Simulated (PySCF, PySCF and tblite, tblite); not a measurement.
# C₄H₅GeN₃: a path driven as a shift of bonds, and NMR exchange

Aim: the barrier and rate of a shift of bonds in C₄H₅GeN₃ (`N#Cc1cn[n]([GeH3])c1`), and what it does to NMR lines.

Computed with tblite 0.8.0 (tight binding) and PySCF 2.14.0 (DFT, with response routines of our own); each step states its level. Atoms count from 0 throughout.

## Step 1: The molecule as given

13 atoms, charge 0, multiplicity 1; geometry from: force field or distance geometry start.

Bonds of the start (Å): C1–C2 1.45, C2–C3 1.37, C2–C7 1.38, C3–H8 1.08, C3–N4 1.35, C7–H12 1.08, Ge6–H10 1.55, Ge6–H11 1.55, Ge6–H9 1.54, N0–C1 1.14, N4–N5 1.32, N5–C7 1.34, N5–Ge6 1.87.

## Step 2: GFN2-xTB relaxation, start minimum

What the job is given:

```
{"job": {"xc": "GFN2-xTB", "basis": "xTB", "kind": "relax"}, "charge": 0, "multiplicity": 1}
N     -3.584400     1.918100    -0.037000
C     -2.662200     1.246300    -0.094100
C     -1.486600     0.395100    -0.140800
C     -1.456200    -0.933700    -0.480400
N     -0.180700    -1.371900    -0.388500
N      0.563100    -0.336400    -0.046400
Ge     2.404200    -0.434700     0.262400
C     -0.189900     0.760900     0.134700
H     -2.291900    -1.569800    -0.738200
H      3.051700     0.932100    -0.040600
H      2.651000    -0.807100     1.749100
H      3.017700    -1.528600    -0.647400
H      0.159700     1.730300     0.449500
```

Started as:

```bash
OMP_NUM_THREADS=1 python ens_run.py task.json out
```

The driver reads the study from task.json and runs its stages one after another.

The log of the run:

```text
step      E/eV     max force
  0    -591.85719    3.060
  1    -591.95405    3.352
  2    -591.97269    3.367
  3    -592.03946    0.524
  4    -592.05400    0.388
  5    -592.07238    0.380
  6    -592.08212    0.407
  7    -592.09523    0.275
  8    -592.10301    0.265
  9    -592.10858    0.252
 10    -592.11329    0.311
 11    -592.11749    0.262
 12    -592.12082    0.154
 13    -592.12331    0.110
 14    -592.12485    0.090
 15    -592.12599    0.101
 16    -592.12727    0.102
 17    -592.12876    0.104
 18    -592.13018    0.089
 19    -592.13138    0.100
 20    -592.13250    0.096
 21    -592.13382    0.126
 22    -592.13550    0.139
 23    -592.13748    0.187
 24    -592.13964    0.178
 25    -592.14186    0.157
 26    -592.14388    0.180
 27    -592.14532    0.121
 28    -592.14609    0.075
 29    -592.14649    0.053
 30    -592.14684    0.051
 31    -592.14719    0.057
 32    -592.14757    0.065
 33    -592.14796    0.071
 34    -592.14830    0.055
 35    -592.14853    0.047
 36    -592.14869    0.043
 37    -592.14883    0.048
 38    -592.14899    0.045
 39    -592.14914    0.029
 40    -592.14923    0.019
 41    -592.14929    0.019
 42    -592.14935    0.026
 43    -592.14945    0.027
 44    -592.14955    0.019
 45    -592.14961    0.015
 46    -592.14963    0.013
 47    -592.14966    0.012
 48    -592.14968    0.011
 49    -592.14970    0.012
 50    -592.14972    0.012
 51    -592.14974    0.013
 52    -592.14976    0.010
 53    -592.14977    0.009
 54    -592.14978    0.008
 55    -592.14979    0.009
 56    -592.14980    0.013
 57    -592.14983    0.019
 58    -592.14988    0.025
 59    -592.14995    0.032
 60    -592.15004    0.037
 61    -592.15016    0.034
 62    -592.15028    0.027
 63    -592.15038    0.029
 64    -592.15047    0.027
 65    -592.15058    0.034
 66    -592.15069    0.123
 67    -592.15089    0.058
 68    -592.15112    0.054
 69    -592.15151    0.037
 70    -592.15163    0.040
 71    -592.15183    0.036
 72    -592.15211    0.031
 73    -592.15220    0.033
 74    -592.15232    0.033
 75    -592.15280    0.054
 76    -592.15307    0.069
 77    -592.15343    0.070
 78    -592.15368    0.050
 79    -592.15383    0.029
 80    -592.15385    0.037
 81    -592.15395    0.020
 82    -592.15398    0.015
 83    -592.15405    0.022
 84    -592.15410    0.031
 85    -592.15417    0.031
 86    -592.15421    0.018
 87    -592.15425    0.015
 88    -592.15428    0.016
 89    -592.15434    0.032
 90    -592.15443    0.049
 91    -592.15458    0.060
 92    -592.15476    0.059
 93    -592.15493    0.045
 94    -592.15510    0.036
 95    -592.15528    0.037
 96    -592.15545    0.037
 97    -592.15562    0.044
 98    -592.15577    0.054
 99    -592.15589    0.037
100    -592.15600    0.024
101    -592.15608    0.017
102    -592.15613    0.020
103    -592.15616    0.021
104    -592.15619    0.018
105    -592.15621    0.013
106    -592.15624    0.014
107    -592.15627    0.014
108    -592.15630    0.012
109    -592.15631    0.008
110    -592.15632    0.007
111    -592.15632    0.009
112    -592.15633    0.009
113    -592.15633    0.006
114    -592.15634    0.007
115    -592.15634    0.007
116    -592.15634    0.006
117    -592.15634    0.005
118    -592.15635    0.005
119    -592.15635    0.003
120    -592.15635    0.002
```

It took 0.73 s on 1 thread of Arm Neoverse V1, shared host.

Gain 0.299 eV; displacement 0.35 Å root mean square.

## Step 3: Relaxed scan, to the middle

What the job is given:

```
{"job": {"xc": "GFN2-xTB", "basis": "xTB", "coordinate": [["d", [6, 5], 1], ["d", [6, 4], -1]], "kind": "drive"}, "charge": 0, "multiplicity": 1}
N     -3.661640     1.792570    -0.279091
C     -2.683751     1.196807    -0.214153
C     -1.495923     0.459061    -0.136576
C     -1.344036    -0.944001    -0.233240
N     -0.081530    -1.273369    -0.114310
N      0.610536    -0.134492     0.058269
Ge     2.411691    -0.504394     0.236321
C     -0.206272     0.929371     0.050409
H     -2.106792    -1.682771    -0.381543
H      3.092977     0.813851     0.414102
H      2.508626    -1.383947     1.432256
H      2.789149    -1.197702    -1.024595
H      0.162578     1.929500     0.174424
```

The log of the run:

```text
point  coordinate     E/eV
  0     -0.644     -592.13349
  1     -0.501     -592.06876
  2     -0.355     -591.96411
  3     -0.202     -591.82938
  4     -0.032     -591.69386
```

It took 0.89 s on 1 thread of Arm Neoverse V1, shared host.

The highest point is number 4, 10.1 kcal/mol above the first.

## Step 4: Relaxed scan, from the middle, back

What the job is given:

```
{"job": {"xc": "GFN2-xTB", "basis": "xTB", "coordinate": [["d", [6, 5], 1], ["d", [6, 4], -1]], "kind": "drive"}, "charge": 0, "multiplicity": 1}
N     -3.848138     1.439510    -0.341975
C     -2.787522     1.013214    -0.250153
C     -1.482816     0.517431    -0.135671
C     -1.047922    -0.815107    -0.188413
N      0.262267    -0.835628    -0.035480
N      0.702815     0.437018     0.116226
Ge     2.280154    -0.788174     0.191364
C     -0.321130     1.270165     0.059416
H     -1.620256    -1.711052    -0.325505
H      3.357597     0.277380     0.390011
H      2.224395    -1.656123     1.411385
H      2.505329    -1.463827    -1.127361
H     -0.207022     2.331786     0.155151
```

The log of the run:

```text
point  coordinate     E/eV
  0     -0.170     -591.80115
  1     -0.265     -591.88521
  2     -0.356     -591.96420
  3     -0.444     -592.03166
  4     -0.530     -592.08450
  5     -0.615     -592.12335
  6     -0.700     -592.14785
  7     -0.785     -592.15597
```

Wall time 1.1 s (1 thread of Arm Neoverse V1, shared host).

## Step 5: Relaxed scan, from the middle, on

job is that of step 4.

The log of the run:

```text
point  coordinate     E/eV
  0      0.052     -591.65165
  1      0.185     -591.64373
  2      0.318     -591.72262
  3      0.433     -591.84229
  4      0.533     -591.95686
  5      0.623     -592.04428
  6      0.710     -592.10618
  7      0.795     -592.13784
```

It took 1.2 s on 1 thread of Arm Neoverse V1, shared host.

The highest point is number 1, 0.2 kcal/mol above the first.

## Step 6: Nudged elastic band, leg 1

What the job is given:

```
{"job": {"xc": "GFN2-xTB", "basis": "xTB", "kind": "neb"}, "charge": 0, "multiplicity": 1}
N     -3.659977     1.792203    -0.290612
C     -2.681801     1.197173    -0.223190
C     -1.493838     0.459963    -0.142367
C     -1.342342    -0.943693    -0.230816
N     -0.079698    -1.272485    -0.111870
N      0.612789    -0.132681     0.052879
Ge     2.414042    -0.505206     0.224361
C     -0.203829     0.931222     0.040149
H     -2.105474    -1.683233    -0.373340
H      3.099472     0.811304     0.400255
H      2.513360    -1.385389     1.419341
H      2.785047    -1.198777    -1.038275
H      0.165640     1.931862     0.158098
```

The log of the run:

```text
image   E - E0 / eV
  0       0.0000
  1       0.1058
  2       0.5207
  3       0.1995
  4       0.0141
  5       0.0078
  6      -0.0000
```

Run time: 2.8 s. Hardware: 1 thread of Arm Neoverse V1, shared host.

The highest point is number 2, 12.0 kcal/mol above the first.

## Step 7: Saddle search, leg 1

What the job is given:

```
{"job": {"xc": "GFN2-xTB", "basis": "xTB", "kind": "saddle"}, "charge": 0, "multiplicity": 1}
N     -3.892909     1.330736    -0.348872
C     -2.804602     0.983360    -0.249272
C     -1.478935     0.549634    -0.126630
C     -1.006588    -0.766676    -0.172042
N      0.303618    -0.735787    -0.012560
N      0.717543     0.547949     0.136619
Ge     2.261581    -0.855419     0.185984
C     -0.338723     1.339217     0.071439
H     -1.540691    -1.686288    -0.308841
H      3.304225     0.229333     0.381307
H      2.240919    -1.762957     1.382089
H      2.507889    -1.578485    -1.107871
H     -0.273327     2.405381     0.168649
```

The log of the run:

```text
step      E/eV     max force
  0    -591.63565   0.0612
  1    -591.63775   0.0068
  2    -591.63834   0.0108
  3    -591.64059   0.0218
  4    -591.64810   0.0613
  5    -591.64332   0.0239
  6    -591.64663   0.0263
  7    -591.65056   0.0319
  8    -591.65509   0.0351
  9    -591.65950   0.0369
 10    -591.66335   0.0366
 11    -591.66908   0.0361
 12    -591.67703   0.0510
 13    -591.68301   0.0653
 14    -591.68835   0.1555
 15    -591.68520   0.0253
 16    -591.68806   0.0315
 17    -591.69013   0.0652
 18    -591.68898   0.0136
 19    -591.69008   0.0210
 20    -591.69098   0.0212
 21    -591.69167   0.0130
 22    -591.69229   0.0343
 23    -591.69197   0.0064
 24    -591.69227   0.0114
 25    -591.69245   0.0127
 26    -591.69249   0.0042
 27    -591.69249   0.0000
lowest wavenumbers (cm-1): -226.1 53.5 126.7 165.0 193.3 264.1
```

It took 5 s on 1 thread of Arm Neoverse V1, shared host.

Point group Cs; 1 imaginary mode, 226i cm⁻¹, carried by N4, N5, H11, H9. Steps downhill from it reached both ends.

## Step 8: DFT refinement, start: B3LYP-D3(BJ)/def2-SVP

What the job is given:

```
{"job": {"xc": "B3LYP", "basis": "def2-SVP", "kind": "refine"}, "charge": 0, "multiplicity": 1}
N     -3.661640     1.792570    -0.279091
C     -2.683751     1.196807    -0.214153
C     -1.495923     0.459061    -0.136576
C     -1.344036    -0.944001    -0.233240
N     -0.081530    -1.273369    -0.114310
N      0.610536    -0.134492     0.058269
Ge     2.411691    -0.504394     0.236321
C     -0.206272     0.929371     0.050409
H     -2.106792    -1.682771    -0.381543
H      3.092977     0.813851     0.414102
H      2.508626    -1.383947     1.432256
H      2.789149    -1.197702    -1.024595
H      0.162578     1.929500     0.174424
```

The log of the run:

```text
step      E/eV     max force
  0    -65204.45025   1.9170
  1    -65204.60728   0.6725
  2    -65204.62708   0.1578
  3    -65204.63051   0.1931
  4    -65204.63116   0.0367
  5    -65204.63114   0.0709
  6    -65204.63125   0.0167
  7    -65204.63126   0.0022
```

Wall time 2.4 min (1 thread of Arm Neoverse V1, shared host); peak memory 0.64 GiB.

Relaxing gained 0.181 eV and moved the atoms by 0.12 Å on average (rms).

**DFT refinement, saddle of leg 1: B3LYP-D3(BJ)/def2-SVP**

What the job is given:

```
{"job": {"xc": "B3LYP", "basis": "def2-SVP", "kind": "refine"}, "charge": 0, "multiplicity": 1}
N     -3.787711     1.454027    -0.593255
C     -2.741458     1.036896    -0.378055
C     -1.460612     0.529182    -0.124360
C     -1.023659    -0.793283    -0.267946
N      0.237199    -0.862326     0.118425
N      0.654578     0.377662     0.492739
Ge     2.249528    -0.794728     0.124354
C     -0.342463     1.230474     0.342963
H     -1.567500    -1.653805    -0.605301
H      3.156942     0.354348    -0.267212
H      2.461216    -1.285758     1.514942
H      2.410027    -1.864655    -0.937059
H     -0.246088     2.271965     0.579766
```

The log of the run:

```text
step      E/eV     max force
  0    -65203.39290   1.9119
  1    -65203.54915   1.0715
  2    -65203.58767   0.3073
  3    -65203.59857   0.1481
  4    -65203.60139   0.2091
  5    -65203.60256   0.3496
  6    -65203.60333   0.0452
  7    -65203.60363   0.0599
  8    -65203.60370   0.0287
  9    -65203.60349   0.0912
 10    -65203.60371   0.0438
 11    -65203.60371   0.0657
 12    -65203.60375   0.0254
 13    -65203.60373   0.0341
 14    -65203.60375   0.0168
 15    -65203.60374   0.0107
```

It took 4.7 min on 1 thread of Arm Neoverse V1, shared host; peak memory 0.64 GiB.

Relaxing gained 0.211 eV and moved the atoms by 0.19 Å on average (rms).

(Part 1 of 2 ends here.)
